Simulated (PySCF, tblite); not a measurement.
# C₇H₄F₅N: geometry, infrared bands, NMR shifts, spin-spin couplings and electronic excitations

What infrared bands, NMR shifts, spin-spin couplings and electronic excitations should C₇H₄F₅N (`FC(F)(F)C(F)(F)c1ccncc1`) show?

Computed with tblite 0.8.0 and PySCF 2.14.0, with density-fitted response routines of our own, on a single molecule in the gas phase. Atoms are numbered from 0 throughout.

## 1. Starting geometry

17 atoms, charge 0, multiplicity 1; geometry from: force field or distance geometry start.

Bonds of the start (Å): F0–C1 1.37, C1–F2 1.34, C1–F3 1.36, C1–C4 1.53, C4–F5 1.38, C4–F6 1.38, C4–C7 1.52, C7–C8 1.41, C8–C9 1.38, C9–N10 1.35, N10–C11 1.35, C11–C12 1.38, C12–C7 1.40, C8–H13 1.09, C9–H14 1.08, C11–H15 1.10, C12–H16 1.08.

## 2. Relaxing the molecule with GFN2-xTB

The job: settings as JSON, then the geometry in Å.

```
{"job": {"kind": "relax", "xc": "GFN2-xTB", "basis": "xTB"}, "charge": 0, "multiplicity": 1}
F     -1.886100    -1.734700     0.815500
C     -2.258000    -0.471600     0.436300
F     -3.553300    -0.533800     0.097500
F     -2.178100     0.309600     1.547100
C     -1.375600     0.061400    -0.694100
F     -1.840800     1.298700    -1.078700
F     -1.553900    -0.719800    -1.814800
C      0.095900     0.129000    -0.305500
C      0.941400    -0.971900    -0.528400
C      2.259200    -0.869100    -0.140700
N      2.789600     0.227800     0.432500
C      1.961600     1.273300     0.635800
C      0.619700     1.274400     0.295100
H      0.581000    -1.883200    -0.997100
H      2.953100    -1.682300    -0.295300
H      2.420300     2.147700     1.109400
H      0.017000     2.156500     0.475300
```

Started as:

```bash
> OMP_NUM_THREADS=2 python probes_run.py task.json out
```

One launch serves the whole session: the jobs run in the order shown.

**Question.** This job is followed by: GFN2-xTB harmonic vibrations, gas phase; PBE0-D3(BJ)/def2-SVP geometry optimisation, gas phase; GIAO PBE0/pcSseg-1 NMR shielding, non-relativistic, gas phase; B3LYP/pcJ-1 indirect spin-spin coupling, non-relativistic, gas phase; TDDFT wB97X-D/def2-SVPD, vertical, gas phase, core orbitals frozen in the response; GIAO wB97X-D/pcSseg-2 NMR shielding, non-relativistic, gas phase. Predict these results of the whole session: strongest single infrared mode (GFN2-xTB); zero-point energy (GFN2-xTB); point group; rotational constants (main isotopes); 13C shifts against TMS (PBE0/pcSseg-1, means over atoms taken as alike); 1H shifts against TMS (PBE0/pcSseg-1, means over atoms taken as alike); 19F shifts against CFCl3 (PBE0/pcSseg-1, means over atoms taken as alike); 15N shifts against NH3 (PBE0/pcSseg-1); largest coupling of the table (B3LYP/pcJ-1); lowest singlet (wB97X-D/def2-SVPD); brightest single state of those computed; lowest triplet; range of the shift of F5 (with its like atoms).

As calculated:

```
                                                                 quantity                                            value
                                strongest single infrared mode (GFN2-xTB)                            1100 cm⁻¹, 272 km/mol
                                             zero-point energy (GFN2-xTB)                                    62.9 kcal/mol
                                                              point group                                               Cs
                                     rotational constants (main isotopes)                             1.54, 0.56, 0.55 GHz
  13C shifts against TMS (PBE0/pcSseg-1, means over atoms taken as alike)            156.3, 143.3, 126.4, 124.4, 116.5 ppm
   1H shifts against TMS (PBE0/pcSseg-1, means over atoms taken as alike)                                   9.05, 7.55 ppm
19F shifts against CFCl3 (PBE0/pcSseg-1, means over atoms taken as alike)                                -97.6, -138.8 ppm
                                   15N shifts against NH3 (PBE0/pcSseg-1)                                        374.4 ppm
                              largest coupling of the table (B3LYP/pcJ-1)  1J(F,C) F0–C1, -353.6 Hz (mean over like pairs)
                                       lowest singlet (wB97X-D/def2-SVPD)                      4.79 eV (259 nm), f = 0.004
                                 brightest single state of those computed                      state 5, 7.34 eV, f = 0.726
                                                           lowest triplet                                          4.13 eV
                           range of the shift of F5 (with its like atoms)                             -138.8 to -125.8 ppm
```

**Reading.** The optimisation took 37 steps and gained 0.139 eV; among the close pairs (by a distance rule), F0–C1 changed most, from 1.370 to 1.336 Å (GFN2-xTB). All 45 modes are real, so the xTB geometry is a minimum. GFN2-xTB is a fitted tight-binding method: band positions and strengths are rough. Its intensities can rank the bands wrongly. The start of the PBE0/def2-SVP relaxation was shaken at random by about 0.01 Å, so part of the energy gained, and of the first lengths quoted, undoes that. Relaxing lowered the energy by 0.165 eV in 7 steps; the close pair that moved most is F0–C1, from 1.365 to 1.328 Å (PBE0/def2-SVP). No frequency check was run at this level, so the end point may be a saddle. At PBE0/pcSseg-1: The widest tensor belongs to N10: span 756 ppm, with a paramagnetic part of -440 ppm. NICS(1)zz of -29 ppm above the planar ring from C7 marks a diatropic (aromatic) ring current. Couplings across rotatable bonds belong to this one conformer; where others are populated, the observed values are averages. Density functionals describe couplings to fluorine poorly, F–F couplings above all, so those rows are rough. The first singlet state (HOMO→LUMO 0.97) lies at 4.79 eV and is weak; of the 10 states computed, the strongest absorption comes from state 5 at 7.34 eV. The lowest triplet lies 0.66 eV below the lowest singlet (triplets in Tamm-Dancoff, singlets in full TDDFT). Across the 2 runs the shift of F5 (with its like atoms) moves most, between -138.8 (PBE0/pcSseg-1) and -125.8 ppm (wB97X-D/pcSseg-2). Most of that comes from the computed reference, not from the atom's own shielding. These values are for one conformer; the search (at its own cheap level) found 2 more, at 0.00, 1.97 kcal/mol (those within 0.05 may be mirror or relabelled copies), and measured spectra average over such forms.
